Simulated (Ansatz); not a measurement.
Write a Python script for Ansatz 0.2.0, Python API that makes a ladder of methods at one geometry of C2H5AlO, SMILES [AlH2][CH]1CO1. Settings (for the species named): PBE, def2-SVP basis, multiplicity 1. The script varies functional: pbe, pbe0, r2scan0, lda, r2scan.

```xyz
9

Al   -0.5597    1.4147   -0.4016
C    -0.3023   -0.5164   -0.3488
C     0.5728   -1.0240    0.6914
O     1.1277   -0.7952   -0.6137
H    -0.3627    2.2529   -1.7910
H    -1.0798    2.2509    0.8990
H    -0.9295   -1.2640   -0.8265
H     0.5711   -2.0930    0.9227
H     1.0510   -0.2721    1.4515
```

Script `c2h5alo.py`:
```python
"""One geometry of C2H5AlO, method by method."""

from pathlib import Path

import ansatz as az
import numpy as np

geometry = (
    az.Crystal.molecule()
    .atom("Al", (-0.5597, 1.4147, -0.4016))
    .atom("C", (-0.3023, -0.5164, -0.3488))
    .atom("C", (0.5728, -1.024, 0.6914))
    .atom("O", (1.1277, -0.7952, -0.6137))
    .atom("H", (-0.3627, 2.2529, -1.791))
    .atom("H", (-1.0798, 2.2509, 0.899))
    .atom("H", (-0.9295, -1.264, -0.8265))
    .atom("H", (0.5711, -2.093, 0.9227))
    .atom("H", (1.051, -0.2721, 1.4515))
)

calc = geometry.calculation().basis(gaussian="def2-SVP")

print("functional    E (Ha)        dipole (D)   HOMO (eV)  LUMO (eV)")
for name in ["pbe", "pbe0", "r2scan0", "lda", "r2scan"]:
    rep = calc.functional(name).forces().orbitals().run(threads=1, runs_dir="runs").report
    lines = Path(rep["orbitals_path"]).read_text().splitlines()
    field_of = lambda key: [line.split("=")[1].strip() for line in lines if line.startswith(key)]
    orbitals = [(27.211386 * float(e), s, float(n)) for e, s, n in zip(field_of("Ene="), field_of("Spin="), field_of("Occup="))]
    homo = max(e for e, _, n in orbitals if n > 0.5)
    lumo = min(e for e, _, n in orbitals if n < 0.5)
    dipole = 4.803205 * np.linalg.norm(rep["charge_distribution"]["dipole_moment_e_ang"])
    print(f"{name:10s} {rep['free_energy_ev'] / 27.211386246:14.6f} {dipole:9.3f} {homo:11.3f} {lumo:10.3f}")
```

Running `python c2h5alo.py` prints:
```text
functional    E (Ha)        dipole (D)   HOMO (eV)  LUMO (eV)
pbe           -396.266982     1.713      -5.722     -2.398
pbe0          -396.300190     1.860      -7.346     -1.623
r2scan0       -396.449485     1.929      -7.600     -1.465
lda           -394.247857     1.748      -5.826     -2.668
r2scan        -396.474719     1.823      -6.085     -2.111
```

Caveats:
- These settings explore the input space; basis and method may be short of convergence.
- The geometry is a force-field or estimated start, not a minimum of this method, and the basis set is short of its limit. A lower total doesn't mark the better method: functionals have no common bound, and MP2 and coupled cluster aren't variational.
- Levels such as HOMO and LUMO are orbital energies: with these approximate functionals they aren't the ionisation energy and electron affinity, and their gap isn't the fundamental gap.
- Wall time of the script: 17 s on 1 thread of Arm Neoverse V1 (shared host), peak memory 0.24 GiB.
